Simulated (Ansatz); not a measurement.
# BiRh (rocksalt type): how the settings move a single-point run

Question: which choices in the input matter for BiRh (rocksalt type)?

Computed with Ansatz 0.2.0 (reference: DFT, PBEsol, all-electron LAPW, scalar-relativistic, unless a step's input says otherwise).

1 further run of the same task is left out (it didn't finish). Runs told in other sessions of the task aren't counted.

## (1) The starting structure

It takes space group Fm-3m (No. 225, cubic). The conventional cell has a = 5.218 Å, b = 5.218 Å, c = 5.218 Å, α = 90.00°, β = 90.00°, γ = 90.00°. Rh (site symmetry m-3m) has 6 Bi at 2.61 Å in its first shell of neighbours. Around Bi (site symmetry m-3m) lie 6 Rh at 2.61 Å.

Structure file:

```
Rh Bi
1.0
     0.00000    2.60904    2.60904
     2.60904    0.00000    2.60904
     2.60904    2.60904    0.00000
Rh Bi
1 1
Direct
  0.00000 0.00000 0.00000
  0.50000 0.50000 0.50000
```

## (2) Reference

Input file input.yaml:

```yaml
crystal:
  lattice:
    - [0.0, 2.6090442311, 2.6090442311]
    - [2.6090442311, 0.0, 2.6090442311]
    - [2.6090442311, 2.6090442311, 0.0]
  atoms:
    - { symbol: Rh, position: [0.0, 0.0, 0.0] }
    - { symbol: Bi, position: [0.5, 0.5, 0.5] }
kpoints:
  mp_grid: { grid: [12, 12, 12] }
scf:
  occupations: { method: fermi_dirac, width: 0.08 }
hamiltonian:
  xc: pbesol
  pseudopotentials: { kind: all_electron, lapw: { basis_error: 0.001 } }
output:
  forces: true
  stress: true
  eigenvalues: true
  populations: true
```

Command:

```sh
$ ansatz run input.yaml --threads 1 --pin off --max-ram 2048MiB --backend cpu --events-out ev --progress --plain --runs-dir out
```

## (3) Changed: mixing.algorithm anderson, mixing.beta 0.9

Changes to input.yaml since step 2:

```diff
@@ -12,2 +12,3 @@
   occupations: { method: fermi_dirac, width: 0.08 }
+  mixing: { algorithm: anderson, beta: 0.9 }
 hamiltonian:
```

**Question.** What will these runs give? Wanted: for each run, ending; energy change; pressure; gap; force.

The runs gave:

```
                                          run     ending  energy change  pressure (GPa)  gap (eV)  force (eV/Å)  cycles  time
                                    reference  converged              0            29.8      0.00          0.00       7  43 s
1: mixing.algorithm anderson, mixing.beta 0.9  converged   0.0 meV/atom            29.8      0.00          0.00       7  41 s
```

Residual by cycle in the longest SCF loop of each run; runs are numbered as in the table. The quantity is the density residual dr2, in eV.

```
cycle  reference    run 1
    1      0.109    0.109
    2    0.00426  0.00785
    3     5.7e-4   5.2e-4
    4     6.3e-5   1.8e-5
    5     5.0e-6   1.1e-6
    6     1.4e-7   1.3e-7
    7     4.0e-9   8.1e-9
```

**Reading.** Energy and cycle count are those of the reference, so the change (mixing) left the result and the number of cycles as they were. The structure is not at rest: the sound run finds 30 GPa, so these are no properties of the relaxed crystal. 
